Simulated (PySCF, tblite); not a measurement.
**C₅H₉BO₂: geometry, infrared bands and NMR shifts**

Aim: predict the infrared bands and NMR shifts of C₅H₉BO₂ (`C=C1CCOB(O)C1`).

Computed with tblite 0.8.0 and PySCF 2.14.0, with density-fitted response routines of our own, on a single molecule in the gas phase. Atoms are numbered from 0 throughout.

### Step 1. Starting geometry

17 atoms, charge 0, multiplicity 1; geometry from: force field or distance geometry start.

Bonds of the start (Å): C0–C1 1.33, C1–C2 1.51, C2–C3 1.54, C3–O4 1.43, O4–B5 1.47, B5–O6 1.47, B5–C7 1.58, C7–C1 1.53, C0–H8 1.09, C0–H9 1.08, C2–H10 1.12, C2–H11 1.12, C3–H12 1.10, C3–H13 1.10, O6–H14 0.99, C7–H15 1.10, C7–H16 1.11.

### Step 2. Optimising the geometry with GFN2-xTB

The job: settings as JSON, then the geometry in Å.

```
{"job": {"kind": "relax", "xc": "GFN2-xTB", "basis": "xTB"}, "charge": 0, "multiplicity": 1}
C     -1.602800    -1.529500    -0.599900
C     -0.731100    -0.660800    -0.087700
C     -1.109100     0.796100     0.059900
C      0.082000     1.721900     0.362700
O      0.860100     1.194500     1.436500
B      1.526200    -0.016500     0.930400
O      2.936900     0.040000     0.530100
C      0.606400    -1.196100     0.431200
H     -2.578200    -1.189700    -0.943600
H     -1.380000    -2.584500    -0.681100
H     -1.873400     0.889700     0.868000
H     -1.589900     1.149300    -0.887000
H      0.685000     1.902900    -0.538200
H     -0.305400     2.704600     0.680800
H      2.923200     0.429800    -0.377100
H      1.120100    -1.743200    -0.376900
H      0.423100    -1.896500     1.274500
```

The run is started by

```bash
$ OMP_NUM_THREADS=1 python probes_run.py task.json out
```

This one command runs all jobs of the session in turn.

**Question.** This job is followed by: GFN2-xTB harmonic vibrations, gas phase; GIAO PBE0/pcSseg-1 NMR shielding, non-relativistic, gas phase. Predict these results of the whole session: strongest single infrared mode (GFN2-xTB); zero-point energy (GFN2-xTB); 13C shifts against TMS (PBE0/pcSseg-1); 1H shifts against TMS (PBE0/pcSseg-1, means over atoms taken as alike); 17O shifts against H2O (PBE0/pcSseg-1); 11B shifts against BF3·OEt2 (PBE0/pcSseg-1).

The runs gave:

| quantity | value |
| --- | --- |
| strongest single infrared mode (GFN2-xTB) | 1294 cm⁻¹, 438 km/mol |
| zero-point energy (GFN2-xTB) | 86.2 kcal/mol |
| 13C shifts against TMS (PBE0/pcSseg-1) | 154.7, 113.7, 71.5, 42.0, 25.4 ppm |
| 1H shifts against TMS (PBE0/pcSseg-1, means over atoms taken as alike) | 5.07, 5.05, 4.26, 4.07, 2.22, 1.92 ppm |
| 17O shifts against H2O (PBE0/pcSseg-1) | 136.3, 119.0 ppm |
| 11B shifts against BF3·OEt2 (PBE0/pcSseg-1) | 27.8 ppm |

**Reading.** The optimisation took 72 steps and gained 1.800 eV; among the close pairs (by a distance rule), B5–O6 changed most, from 1.467 to 1.350 Å. All 45 modes are real, so the xTB geometry is a minimum. The strongest single mode, at 1294 cm⁻¹, moves mainly B5. Unscaled tight-binding wavenumbers are off by several per cent, some by more. Its intensities can rank the bands wrongly. The most deshielded carbon is C1 (fully substituted alkene carbon), at 154.7 ppm: the olefinic region.
